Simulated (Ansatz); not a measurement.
# C₂H₅NO₂Si: a ladder of functionals and wavefunction methods

How much do the methods differ for C₂H₅NO₂Si? The plan is to run it at one geometry with functionals of several rungs and with coupled cluster. The yardstick is the atomisation energy at the CCSD(T) limit.

The runs use Ansatz 0.2.0, Gaussian basis; functionals in def2-TZVPP, the program's frozen cores in correlated methods.

Plan: PBE-D4, r2SCAN-D4, PBE0-D4, B3LYP-D4, ωB97X-V, ωB97M-V, B2PLYP; CCSD(T)/def2-TZVPP; MP2/def2-QZVPP; extrapolation to the limit.

**1. The relaxed structure**

An earlier PBE0-D4 in a triple-zeta def2 set relaxation fixed the geometry.

11 atoms, charge 0, spin multiplicity 1.

Atoms are counted from 1 here; the program's logs count them from 0.

Bond lengths: C1–Si2 1.845 Å, C1–H7 1.093 Å, C1–H8 1.091 Å, C1–H9 1.093 Å, Si2–O3 1.624 Å, Si2–N4 1.760 Å, Si2–O6 1.724 Å, O3–H10 0.957 Å, N4–C5 1.278 Å, C5–O6 1.373 Å, C5–H11 1.091 Å. Angles: Si2–C1–H7 110.8°, Si2–C1–H8 110.0°, Si2–C1–H9 111.2°, H7–C1–H8 108.2°, H7–C1–H9 108.4°, H8–C1–H9 108.2°, C1–Si2–O3 112.7°, C1–Si2–N4 118.5°, C1–Si2–O6 112.9°, O3–Si2–N4 115.5°, O3–Si2–O6 113.2°, N4–Si2–O6 80.0°, Si2–O3–H10 119.1°, Si2–N4–C5 82.9° and more.

As a file:

```xyz
11
C2H5NO2Si
C    -0.3380   -0.8350    1.2584
Si    0.3739    0.0887   -0.1709
O     1.9616    0.3828    0.0017
N    -0.1440   -0.3470   -1.7951
C    -0.7451    0.7793   -1.7351
O    -0.5357    1.4940   -0.5821
H     0.1303   -1.8173    1.3574
H    -1.4098   -0.9809    1.1121
H    -0.1921   -0.2882    2.1937
H     2.3737    0.2336    0.8528
H    -1.4094    1.2330   -2.4722
```

**2. PBE-D4 (GGA)**

Contents of in.yaml:

```yaml
crystal:
  periodic: [false, false, false]
  atoms:
    - {symbol: C, position_ang: [-0.338032, -0.834984, 1.258358]}
    - {symbol: Si, position_ang: [0.373914, 0.088728, -0.170881]}
    - {symbol: O, position_ang: [1.961605, 0.382814, 0.001696]}
    - {symbol: N, position_ang: [-0.144019, -0.346982, -1.795078]}
    - {symbol: C, position_ang: [-0.745106, 0.779269, -1.735141]}
    - {symbol: O, position_ang: [-0.535674, 1.494039, -0.582148]}
    - {symbol: H, position_ang: [0.130313, -1.817287, 1.357366]}
    - {symbol: H, position_ang: [-1.409778, -0.980924, 1.112055]}
    - {symbol: H, position_ang: [-0.192122, -0.288227, 2.193729]}
    - {symbol: H, position_ang: [2.373664, 0.233555, 0.852826]}
    - {symbol: H, position_ang: [-1.409365, 1.233001, -2.472183]}
basis:
  gaussian: {orbitals: def2-TZVPP}
hamiltonian: {xc: pbe, dispersion: d4}
output: {forces: true, orbitals: {seedname: orbitals}}
```

Launch:

```console
$ ansatz run in.yaml --threads 4 --pin off --events-out ev --progress --plain --max-ram 10444MiB
```

The runs that follow: r2SCAN-D4 (meta-GGA); PBE0-D4 (hybrid); B3LYP-D4 (hybrid); ωB97X-V (range-separated); ωB97M-V (range-separated); B2PLYP (double hybrid); CCSD(T) in def2-TZVPP; MP2 in def2-QZVPP.

Q: Predict the results of all the runs planned. Wanted: atomisation energy, CCSD(T)/CBS; farthest; mean size of error, hybrid; mean size of error, range-separated; gap, smallest and largest; T1 diagnostic; triples share of the correlation energy.

As calculated:

| quantity | value |
| --- | --- |
| atomisation energy, CCSD(T)/CBS | 4616.8 kJ/mol |
| functionals within 23.1 kJ/mol (0.5 %) | r2SCAN-D4, PBE0-D4, B3LYP-D4, ωB97X-V, ωB97M-V |
| farthest | PBE-D4 (+127.5 kJ/mol) |
| mean size of error, hybrid | 8.7 kJ/mol |
| mean size of error, range-separated | 17.7 kJ/mol |
| gap, smallest and largest | 4.93 eV (PBE-D4), 12.25 eV (ωB97X-V) |
| T1 diagnostic | 0.0139 |
| triples share of the correlation energy | 4.1 % |

**Reading.** PBE-D4 is off by +127.5 kJ/mol. Double hybrids carry the basis error of their MP2 part in triple zeta, and no dispersion term here, so their miss is partly the set-up's. The reference freezes the cores and leaves out relativity and excitations past (T), so misses under about 23.1 kJ/mol can't be ranked. Hartree-Fock recovers 69 % of the binding; the rest is correlation. The gap grows from 4.9 to 12.2 eV across the functionals, mostly with the share of exact exchange.
